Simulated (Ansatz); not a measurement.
# H4OS3Zr: basis-set convergence

The task here is to estimate one member of a computed series from the others.

Computed with Ansatz 0.2.0, Gaussian basis. Level: one geometry, several basis sets.

Plan: PBE0-D4/def2-SVP; ωB97M-V/def2-SVP; PBE0-D4/def2-QZVPP; ωB97M-V/def2-QZVPP; the functionals' def2-TZVPP values are taken from earlier runs.

## The geometry

The geometry comes from an earlier relaxation with PBE0-D4 in a triple-zeta def2 set; it is a stationary point, not always the lowest conformer. Zr takes the def2 core potential; no spin-orbit term is included.

SMILES `[OH][Zr]([SH])([SH])[SH]`, 9 atoms, charge 0, spin multiplicity 1.

Atoms are counted from 1 here; the program's logs count them from 0.

Bond lengths: O1–Zr2 1.894 Å, O1–H6 0.954 Å, Zr2–S3 2.438 Å, Zr2–S4 2.435 Å, Zr2–S5 2.445 Å, S3–H7 1.349 Å, S4–H8 1.348 Å, S5–H9 1.348 Å. Angles: Zr2–O1–H6 165.5°, O1–Zr2–S3 114.0°, O1–Zr2–S4 109.0°, O1–Zr2–S5 110.4°, S3–Zr2–S4 106.3°, S3–Zr2–S5 105.8°, S4–Zr2–S5 111.2°, Zr2–S3–H7 90.6°, Zr2–S4–H8 89.8°, Zr2–S5–H9 91.5°.

Coordinates:

```xyz
9

O    -1.21919    0.44250   -1.39963
Zr   -0.16777   -0.07403    0.08862
S    -0.48750    1.32269    2.06121
S    -0.78027   -2.33735    0.74641
S     2.21186    0.07564   -0.45426
H    -1.82886    0.87086   -1.99568
H    -0.12431    2.41798    1.36242
H     0.42375   -2.48592    1.33517
H     1.97228   -0.23236   -1.74425
```

The first run:

The input, in.yaml:

```yaml
crystal:
  periodic: [false, false, false]
  atoms:
    - {symbol: O, position_ang: [-1.219188, 0.442500, -1.399631]}
    - {symbol: Zr, position_ang: [-0.167767, -0.074031, 0.088619]}
    - {symbol: S, position_ang: [-0.487495, 1.322689, 2.061210]}
    - {symbol: S, position_ang: [-0.780274, -2.337349, 0.746406]}
    - {symbol: S, position_ang: [2.211863, 0.075636, -0.454256]}
    - {symbol: H, position_ang: [-1.828857, 0.870856, -1.995685]}
    - {symbol: H, position_ang: [-0.124311, 2.417976, 1.362421]}
    - {symbol: H, position_ang: [0.423747, -2.485920, 1.335166]}
    - {symbol: H, position_ang: [1.972282, -0.232359, -1.744250]}
basis:
  gaussian: {orbitals: def2-SVP}
hamiltonian: {xc: pbe0, dispersion: d4}
output: {orbitals: {seedname: orbitals}}
```

Started as:

```
$ ansatz run in.yaml --threads 4 --pin off --events-out ev --progress --plain --max-ram 10444MiB
```

Steps of the session up to this table: PBE0-D4 in def2-SVP; ωB97M-V in def2-SVP; PBE0-D4 in def2-QZVPP; ωB97M-V in def2-QZVPP.

One of the session's tables, all rows but one given; the rest of the session is left out.

It belongs to the step «Density functionals: the series». 

| functional | basis | HOMO (eV) | LUMO (eV) |
| --- | --- | --- | --- |
| PBE0-D4 | def2-SVP | -7.46 | -1.80 |
| PBE0-D4 | def2-TZVPP | -7.52 | -1.89 |
| PBE0-D4 | def2-QZVPP | -7.54 | -1.92 |
| ωB97M-V | def2-SVP | -9.53 | 0.28 |
| ωB97M-V | def2-TZVPP | -9.64 | 0.13 |
| ωB97M-V | def2-QZVPP | ? | ? |

Estimate the missing values for ωB97M-V, def2-QZVPP.

The run gave: HOMO (eV): -9.66; LUMO (eV): 0.09. In the column «HOMO (eV)» it is the lowest.
